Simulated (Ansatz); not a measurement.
SSi, an atomisation energy

With the Python package of Ansatz (0.2.0).

Run as a notebook:

```python
from collections import Counter

import ansatz as az
```

```python
BASIS = "pcseg-2"
LEVEL = "ccsd_t"


def energy_of(molecule, charge=0, unpaired=0):
    calc = molecule.calculation().basis(gaussian=BASIS).correlation(LEVEL)
    if charge:
        calc = calc.charge(charge)
    if unpaired:
        calc = calc.spin("collinear", total=unpaired)
    report = calc.run().report
    if report["published_state_doubts"]:
        print("  doubts:", report["published_state_doubts"])
    return report["free_energy_ev"]
```

```python
GEOMETRY = """
Si    0.00000    0.00000    0.00000
S     0.00000    0.00000    2.10000
"""
```

```python
mol = az.Crystal.molecule()
for line in GEOMETRY.strip().splitlines():
    symbol, *xyz = line.split()
    mol = mol.atom(symbol, [float(v) for v in xyz])
```

```python
# Hund ground states
unpaired = {"Si": 2, "S": 2}
counts = Counter(site.symbol for site in mol.cartesian_sites)
atom_energy = {s: energy_of(az.Crystal.molecule().atom(s, (0, 0, 0)), 0, unpaired[s]) for s in counts}
whole = energy_of(mol, 0, 0)
for s, e in atom_energy.items():
    print(f"{s:2s} x{counts[s]}  {e:14.5f} eV")
print(f"SSi: {whole:.5f} eV")
split = sum(counts[s] * e for s, e in atom_energy.items()) - whole
print(f"atomisation energy (no zero-point term): {23.060548 * split:.1f} kcal/mol, {split / sum(counts.values()):.3f} eV an atom")
```

    Si x1     -7861.78411 eV
    S  x1    -10820.21337 eV
    SSi: -18687.68731 eV
    atomisation energy (no zero-point term): 131.2 kcal/mol, 2.845 eV an atom

131.2 kcal/mol from the electronic energies, without the zero-point term.

Total energies depend on the basis set; only differences at equal settings carry meaning. The geometry is a force-field or estimated start, not a minimum of this method, and the basis set is short of its limit. All parts are taken at fixed geometry, without zero-point energy. The spin state was assumed, and another may lie lower. Hardware and time: 2 s on 1 thread of Arm Neoverse V1 (shared host), peak memory 0.19 GiB.
